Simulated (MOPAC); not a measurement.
# [BH2Br2]− (SMILES Br[BH2-]Br): a chain of runs

Wanted: a structure relaxation (singlet [BH2Br2]−, PM7), then a geometry optimisation (singlet [BH2Br2]−, PM7), then a calculation of the kind “saddle” (singlet [BH2Br2]−, PM7), then a transition-state search (singlet [BH2Br2]−, PM7), then the harmonic vibrations (singlet [BH2Br2]−, PM7), then the intrinsic reaction coordinate (singlet [BH2Br2]−, PM7) of BBr2H2. 

Program for the calculation: MOPAC 23.2.5.

5 further runs of the same task are left out: 3 that didn't finish, 2 set aside as unsound or not needed.

## (1) Starting point

[BH2Br2]− has 5 atoms, charge -1, and is taken as a singlet. SMILES: `Br[BH2-]Br`. The shape is that of a GFN2-xTB optimisation. The run starts from this shape.

Bond lengths: Br1–B2 2.020 Å, B2–Br3 2.020 Å, B2–H4 1.201 Å, B2–H5 1.201 Å. Angles: Br1–B2–Br3 110.7°, Br1–B2–H4 108.2°, Br1–B2–H5 108.3°, Br3–B2–H4 108.2°, Br3–B2–H5 108.2°, H4–B2–H5 113.2°.

## (2) A geometry optimisation at PM7 (run 1)

Contents of calc.mop:

```
PM7 GNORM=0.2 CHARGE=-1 CYCLES=200 AUX(PRECISION=9) THREADS=1
job BBr2H2

Br    -1.618380 1    -0.257020 1     0.992490 1
B      0.005190 1     0.130490 1    -0.145410 1
Br     1.566920 1    -1.016280 1     0.427240 1
H     -0.261480 1    -0.139250 1    -1.284780 1
H      0.307750 1     1.282070 1     0.010460 1
```

Run with:

```
$ mopac calc.mop
```

calc.out:

```text
MOPAC v23.2.5
PM7 CALCULATION RESULTS
[...]
 *  GNORM      - EXIT WHEN GRADIENT NORM DROPS BELOW 0.200
[...]
           Empirical Formula: H2 Br2 B  =     5 atoms
      MOLECULAR POINT GROUP   :   C2v
[...]
 CYCLE:     1 TIME:   0.008 TIME LEFT:  2.00D  GRAD.:    21.369 HEAT: -112.4868
[...]
 CYCLE:    13 TIME:   0.004 TIME LEFT:  2.00D  GRAD.:     0.125 HEAT: -114.3796
[...]
     SCF FIELD WAS ACHIEVED
[...]
          FINAL HEAT OF FORMATION =       -114.37958 KCAL/MOL =    -478.56417 KJ/MOL
          COSMO AREA              =        111.72 SQUARE ANGSTROMS
          COSMO VOLUME            =         98.58 CUBIC ANGSTROMS
          GRADIENT NORM           =          0.12471          =       0.05577 PER ATOM
          IONIZATION POTENTIAL    =          4.972763 EV
          HOMO LUMO ENERGIES (EV) =         -4.973  4.879
          NO. OF FILLED LEVELS    =         10
          MOLECULAR WEIGHT        =        172.6338         POINT GROUP:  C2v
[...]
              NET ATOMIC CHARGES AND DIPOLE CONTRIBUTIONS
  ATOM NO.   TYPE          CHARGE      No. of ELECS.   s-Pop       p-Pop       d-Pop
    1         Br          -0.381196        7.3812     1.94728     5.43176     0.00215
    2          B          -0.439357        3.4394     0.59988     2.83948
    3         Br          -0.381177        7.3812     1.94727     5.43175     0.00215
    4          H           0.100867        0.8991     0.89913
    5          H           0.100864        0.8991     0.89914
 DIPOLE           X         Y         Z       TOTAL
 POINT-CHG.    -0.001    -0.024     0.027     0.036
 HYBRID        -0.011    -0.266     0.297     0.399
 SUM           -0.012    -0.291     0.324     0.435
[...]
 * JOB ENDED NORMALLY *
[...]
```

It took 0.1 s on 1 thread of Arm Neoverse N1, shared host.

Step by step:

```tsv
step	energy from the first frame kept (eV)	largest force (eV/Å)
0	0.0000	0.5220
1	-0.0283	0.7733
2	-0.0546	0.8180
3	-0.0739	0.4462
4	-0.0778	0.1844
5	-0.0797	0.1225
6	-0.0815	0.0533
7	-0.0817	0.0313
8	-0.0818	0.0281
9	-0.0819	0.0298
10	-0.0820	0.0365
11	-0.0821	0.0107
12	-0.0821	0.0033
```

After the run. Bond lengths: Br1–B2 2.019 Å, B2–Br3 2.019 Å, B2–H4 1.197 Å, B2–H5 1.197 Å. Angles: Br1–B2–Br3 114.5°, Br1–B2–H4 111.2°, Br1–B2–H5 111.2°, Br3–B2–H4 111.2°, Br3–B2–H5 111.2°, H4–B2–H5 96.0°.

## (3) Base: a geometry optimisation at PM7 (run 2)

Contents of job.mop:

```
PM7 CYCLES=200 CHARGE=-1 GNORM=0.2 THREADS=1 AUX(PRECISION=6)
BBr2H2

Br    -1.618380 +1    -0.257020 +1     0.992490 +1
B      0.005190 +1     0.130490 +1    -0.145410 +1
Br     1.566920 +1    -1.016280 +1     0.427240 +1
H      1.951993 +1    -1.684796 +1    -0.294624 +1
H      0.307750 +1     1.282070 +1     0.010460 +1
```

Run with:

```
$ mopac job.mop
```

job.out:

```text
MOPAC v23.2.5
PM7 CALCULATION RESULTS
[...]
 *  GNORM      - EXIT WHEN GRADIENT NORM DROPS BELOW 0.200
[...]
           Empirical Formula: H2 Br2 B  =     5 atoms
      MOLECULAR POINT GROUP   :   C1
[...]
 CYCLE:     1 TIME:   0.008 TIME LEFT:  2.00D  GRAD.:   694.160 HEAT:  36.94050
[...]
 CYCLE:    31 TIME:   0.004 TIME LEFT:  2.00D  GRAD.:     0.084 HEAT: -56.15964
[...]
     SCF FIELD WAS ACHIEVED
[...]
          FINAL HEAT OF FORMATION =        -56.15964 KCAL/MOL =    -234.97193 KJ/MOL
          COSMO AREA              =        111.85 SQUARE ANGSTROMS
          COSMO VOLUME            =         97.60 CUBIC ANGSTROMS
          GRADIENT NORM           =          0.08380          =       0.03748 PER ATOM
          IONIZATION POTENTIAL    =          3.140474 EV
          HOMO LUMO ENERGIES (EV) =         -3.140  5.149
          NO. OF FILLED LEVELS    =         10
          MOLECULAR WEIGHT        =        172.6338         POINT GROUP:  C1
[...]
              NET ATOMIC CHARGES AND DIPOLE CONTRIBUTIONS
  ATOM NO.   TYPE          CHARGE      No. of ELECS.   s-Pop       p-Pop       d-Pop
    1         Br          -0.434980        7.4350     1.94285     5.49043     0.00169
    2          B          -1.035967        4.0360     0.40692     3.62905
    3         Br           0.257026        6.7430     1.85506     4.88427     0.00365
    4          H           0.136429        0.8636     0.86357
    5          H           0.077493        0.9225     0.92251
 DIPOLE           X         Y         Z       TOTAL
 POINT-CHG.     6.121    -5.023    -0.092     7.919
 HYBRID        -0.023    -0.770     0.030     0.771
 SUM            6.098    -5.793    -0.062     8.411
[...]
 * JOB ENDED NORMALLY *
[...]
```

Wall time 0.18 s (1 thread of Arm Neoverse N1, shared host).

Step by step:

```tsv
step	energy from the first frame kept (eV)	largest force (eV/Å)
0	0.0000	21.4277
2	-3.4608	2.6946
4	-3.8641	1.0292
6	-3.9518	0.6245
8	-4.0058	0.2161
10	-4.0095	0.1113
12	-4.0124	0.1954
14	-4.0181	0.1424
16	-4.0210	0.1242
18	-4.0262	0.3179
20	-4.0335	0.3179
22	-4.0362	0.0274
24	-4.0369	0.0636
26	-4.0372	0.0125
28	-4.0372	0.0122
30	-4.0372	0.0022
```

After the run. Bond lengths: Br1–B2 1.984 Å, B2–Br3 1.941 Å, Br3–H4 1.463 Å, B2–H5 1.202 Å. Angles: Br1–B2–Br3 125.8°, Br1–B2–H5 115.1°, Br3–B2–H5 119.0°, B2–Br3–H4 102.2°.

## (4) A calculation of the kind “saddle” at PM7 (run 3)

Contents of mol.mop:

```
XYZ SADDLE SINGLET CHARGE=-1 PM7 AUX(PRECISION=9) THREADS=1
BBr2H2 saddle
Br[BH2-]Br
Br    -1.653082    -0.248371     0.997708
B      0.003922     0.093159    -0.103303
Br     1.601526    -1.023871     0.420392
H     -0.226456    -0.002361    -1.273866
H      0.277730     1.258021    -0.123845

Br    -1.702494    -0.260004     0.926943
B      0.112830     0.154196     0.243280
Br     1.680407    -0.975806     0.424723
H      1.439726    -2.002528    -0.589097
H      0.205971     1.188361    -0.361982
```

Run with:

```
$ mopac mol.mop
```

mol.out:

```text
MOPAC v23.2.5
PM7 CALCULATION RESULTS
[...]
           Empirical Formula: H2 Br2 B  =     5 atoms
      MOLECULAR POINT GROUP   :   C2v
[...]
 GRADIENT NORM       0.083339
[...]
 GRADIENT NORM       1.950599
[...]
 GRADIENT NORM       7.277293
[...]
     SCF FIELD WAS ACHIEVED
[...]
          FINAL HEAT OF FORMATION =        -49.06683 KCAL/MOL =    -205.29562 KJ/MOL
          COSMO AREA              =        112.96 SQUARE ANGSTROMS
          COSMO VOLUME            =         99.43 CUBIC ANGSTROMS
          GRADIENT NORM           =          2.54523          =       1.13826 PER ATOM
          IONIZATION POTENTIAL    =          3.436528 EV
          HOMO LUMO ENERGIES (EV) =         -3.437  5.013
          NO. OF FILLED LEVELS    =         10
          MOLECULAR WEIGHT        =        172.6338         POINT GROUP:  C1
[...]
              NET ATOMIC CHARGES AND DIPOLE CONTRIBUTIONS
  ATOM NO.   TYPE          CHARGE      No. of ELECS.   s-Pop       p-Pop       d-Pop
    1         Br          -0.412042        7.4120     1.94191     5.46840     0.00173
    2          B          -0.972854        3.9729     0.39598     3.57688
    3         Br          -0.020025        7.0200     1.91275     5.10450     0.00278
    4          H           0.320346        0.6797     0.67965
    5          H           0.084574        0.9154     0.91543
 DIPOLE           X         Y         Z       TOTAL
 POINT-CHG.     4.620    -4.291    -0.291     6.312
 HYBRID         0.239    -0.534     0.480     0.757
 SUM            4.859    -4.825     0.189     6.850
[...]
 * JOB ENDED NORMALLY *
[...]
```

Run time: 4.5 s. Hardware: 1 thread of Arm Neoverse N1, shared host.

## (5) Base: a transition-state search at PM7 (run 4)

Contents of input.mop:

```
TS CYCLES=150 CHARGE=-1 GNORM=0.1 PM7 AUX(PRECISION=6) THREADS=1
BBr2H2 ts

Br    -1.656780 1    -0.405353 1     0.826678 1
B      0.162539 1     0.010232 1     0.165472 1
Br     1.905559 1    -1.028963 1     0.607868 1
H      1.008713 1    -1.525215 1    -0.532155 1
H      0.233652 1     0.992799 1    -0.525578 1
```

Run with:

```
$ mopac input.mop
```

input.out:

```text
MOPAC v23.2.5
PM7 CALCULATION RESULTS
[...]
 *  GNORM      - EXIT WHEN GRADIENT NORM DROPS BELOW 0.100
[...]
           Empirical Formula: H2 Br2 B  =     5 atoms
      MOLECULAR POINT GROUP   :   C1
[...]
 CYCLE:     1 TIME:   0.055 TIME LEFT:  2.00D  GRAD.:     7.134 HEAT: -49.06008
[...]
 CYCLE:     4 TIME:   0.004 TIME LEFT:  2.00D  GRAD.:     0.055 HEAT: -48.95011
[...]
     SCF FIELD WAS ACHIEVED
[...]
          FINAL HEAT OF FORMATION =        -48.95011 KCAL/MOL =    -204.80727 KJ/MOL
          COSMO AREA              =        112.90 SQUARE ANGSTROMS
          COSMO VOLUME            =         99.45 CUBIC ANGSTROMS
          GRADIENT NORM           =          0.05527          =       0.02472 PER ATOM
          IONIZATION POTENTIAL    =          3.393898 EV
          HOMO LUMO ENERGIES (EV) =         -3.394  5.004
          NO. OF FILLED LEVELS    =         10
          MOLECULAR WEIGHT        =        172.6338         POINT GROUP:  C1
[...]
              NET ATOMIC CHARGES AND DIPOLE CONTRIBUTIONS
  ATOM NO.   TYPE          CHARGE      No. of ELECS.   s-Pop       p-Pop       d-Pop
    1         Br          -0.415194        7.4152     1.94144     5.47202     0.00174
    2          B          -0.986837        3.9868     0.39421     3.59263
    3         Br           0.007780        6.9922     1.90788     5.08152     0.00283
    4          H           0.310980        0.6890     0.68902
    5          H           0.083271        0.9167     0.91673
 DIPOLE           X         Y         Z       TOTAL
 POINT-CHG.     4.752    -4.576    -0.240     6.601
 HYBRID         0.226    -0.534     0.468     0.745
 SUM            4.978    -5.109     0.227     7.137
[...]
 * JOB ENDED NORMALLY *
[...]
```

Run time: 0.1 s. Hardware: 1 thread of Arm Neoverse N1, shared host.

Step by step:

```tsv
step	energy from the first frame kept (eV)	largest force (eV/Å)
0	0.0000	0.2499
1	0.0049	0.0192
2	0.0048	0.0226
3	0.0048	0.0017
```

After the run. Bond lengths: Br1–B2 1.976 Å, B2–Br3 2.068 Å, Br3–H4 1.517 Å, B2–H5 1.202 Å. Angles: Br1–B2–Br3 125.3°, Br1–B2–H5 115.2°, Br3–B2–H5 119.4°, B2–Br3–H4 63.2°.

## (6) Base: the harmonic vibrations at PM7 (run 5)

Contents of mol.mop:

```
PM7 CHARGE=-1 THERMO FORCE THREADS=1 AUX(PRECISION=6)


Br    -1.643100 +1    -0.413622 +1     0.821974 +1
B      0.170610 +1     0.042098 +1     0.183396 +1
Br     1.890575 +1    -1.027518 +1     0.602772 +1
H      0.993426 +1    -1.577124 +1    -0.490501 +1
H      0.234121 +1     1.001109 +1    -0.538676 +1
```

Run with:

```
$ mopac mol.mop
```

mol.out:

```text
MOPAC v23.2.5
PM7 CALCULATION RESULTS
[...]
           Empirical Formula: H2 Br2 B  =     5 atoms
      MOLECULAR POINT GROUP   :   C1
[...]
 DIPOLE           X         Y         Z       TOTAL
 POINT-CHG.    -4.405     1.529     2.008     5.077
 HYBRID        -0.067     0.732    -0.118     0.745
 SUM           -4.472     2.262     1.890     5.356
          GRADIENT NORM =   0.10395
[...]
         ENERGY IS NOT MEANINGFULL. ZERO POINT ENERGY PRINTED
[...]
 FREQUENCY          -857.66         Br3 -- H 4        -101.9% (-92.1%)      6.5%
[...]
 FREQUENCY           112.05         B 2 -- Br3         +43.1% (251.4%)     26.2%
[...]
 FREQUENCY           663.56         B 2 -- H 5         +38.1% ( 91.1%)     69.4%
[...]
 FREQUENCY           840.26         B 2 -- H 5         +57.8% ( 98.5%)      0.0%
[...]
 FREQUENCY          2260.44         Br3 -- H 4         +99.9% ( 99.7%)     97.5%
[...]
 FREQUENCY          2543.21         B 2 -- H 5         +98.3% (100.0%)    100.0%
[...]
           FORCE CONSTANT IN CARTESIAN COORDINATES (Millidynes/A)
    ATOM   CHEMICAL       X               Y               Z
   NUMBER   SYMBOL  FORCE CONSTANT  FORCE CONSTANT  FORCE CONSTANT
      1      Br        2.730714        0.124644        0.053117
      2       B        3.814185        3.798026        0.276672
      3      Br        0.792396        0.896977        1.918634
      4       H        0.219723       -0.224984        2.627638
      5       H        0.960343        2.906248        0.129038
[...]
 * JOB ENDED NORMALLY *
[...]
```

It took 0.2 s on 1 thread of Arm Neoverse N1, shared host.

## (7) Base: a reaction path at PM7 (path step 0.2 angstrom) (run 6)

Contents of bbr2h2.mop:

```
PM7 CHARGE=-1 IRC=1* X-PRIORITY=0.2 CYCLES=60 AUX(PRECISION=6) T=10M THREADS=1
BBr2H2 charge -1

Br -1.643100 1 -0.413622 1 0.821974 1
B 0.170610 1 0.042098 1 0.183396 1
Br 1.890575 1 -1.027518 1 0.602772 1
H 0.993426 1 -1.577124 1 -0.490501 1
H 0.234121 1 1.001109 1 -0.538676 1
```

Run with:

```
$ mopac bbr2h2.mop
```

bbr2h2.out:

```text
MOPAC v23.2.5
PM7 CALCULATION RESULTS
[...]
          CARTESIAN COORDINATES
    NO.       ATOM           X           Y           Z
     1        Br         -1.6431     -0.4136      0.8220
     2         B          0.1706      0.0421      0.1834
     3        Br          1.8906     -1.0275      0.6028
     4         H          0.9934     -1.5771     -0.4905
     5         H          0.2341      1.0011     -0.5387
           Empirical Formula: H2 Br2 B  =     5 atoms
      MOLECULAR POINT GROUP   :   C1
      RHF CALCULATION, NO. OF DOUBLY OCCUPIED LEVELS = 10
[...]
 DIPOLE           X         Y         Z       TOTAL
 POINT-CHG.    -4.405     1.529     2.007     5.077
 HYBRID        -0.067     0.732    -0.117     0.744
 SUM           -4.472     2.262     1.891     5.356
          GRADIENT NORM =   0.13978
[...]
     POINT   POTENTIAL  +  ENERGY LOST   =   TOTAL      ERROR    REF%   MOVEMENT
       1     -48.95011      0.00000        -48.95011   0.00000     1   %  0.0000
[...]
     POINT   POTENTIAL  +  ENERGY LOST   =   TOTAL      ERROR    REF%   MOVEMENT
       1     -48.95006      0.00000        -48.95006   0.00000     1   %  0.0000
[...]
 * JOB ENDED NORMALLY *
[...]
```

Wall time 5.7 s (1 thread of Arm Neoverse N1, shared host).

Step by step:

```tsv
step	energy from the first frame kept (eV)
0	0.0000
1	0.0201
2	0.0592
3	0.1188
4	0.1951
5	0.2699
6	0.3063
7	0.2503
8	0.0455
9	-0.3230
10	-0.7822
11	-1.2170
12	-1.5682
13	-1.8364
14	-2.0395
15	-2.1940
16	-2.3103
17	-2.3935
18	-2.4466
19	-2.4756
20	-2.5075
21	-2.5268
```

## (8) Results

```
                                quantity                  value
                 run 1, PM7: HOMO energy               -4.97 eV
                 run 1, PM7: LUMO energy                4.88 eV
               run 1, PM7: HOMO–LUMO gap                9.85 eV
           run 1, PM7: heat of formation        -114.4 kcal/mol
                base, run 2: HOMO energy               -3.14 eV
                base, run 2: LUMO energy                5.15 eV
              base, run 2: HOMO–LUMO gap                8.29 eV
          base, run 2: heat of formation         -56.2 kcal/mol
                 run 3, PM7: HOMO energy               -3.44 eV
                 run 3, PM7: LUMO energy                5.01 eV
               run 3, PM7: HOMO–LUMO gap                8.45 eV
           run 3, PM7: heat of formation         -49.1 kcal/mol
    run 3, PM7: largest force on an atom             0.098 eV/Å
                base, run 4: HOMO energy               -3.39 eV
                base, run 4: LUMO energy                5.00 eV
              base, run 4: HOMO–LUMO gap                8.40 eV
          base, run 4: heat of formation         -49.0 kcal/mol
          base, run 5: heat of formation         -49.0 kcal/mol
 base, run 5: lowest harmonic wavenumber  858i cm⁻¹ (imaginary)
base, run 5: highest harmonic wavenumber              2543 cm⁻¹
          base, run 6: heat of formation         -49.0 kcal/mol
```

The optimisation (run 1, PM7) took 12 steps and changed the energy by -0.082 eV. The optimisation (base, run 2) took 30 steps and changed the energy by -4.037 eV. 1 mode is imaginary (lowest 858i cm⁻¹): a first-order saddle point.
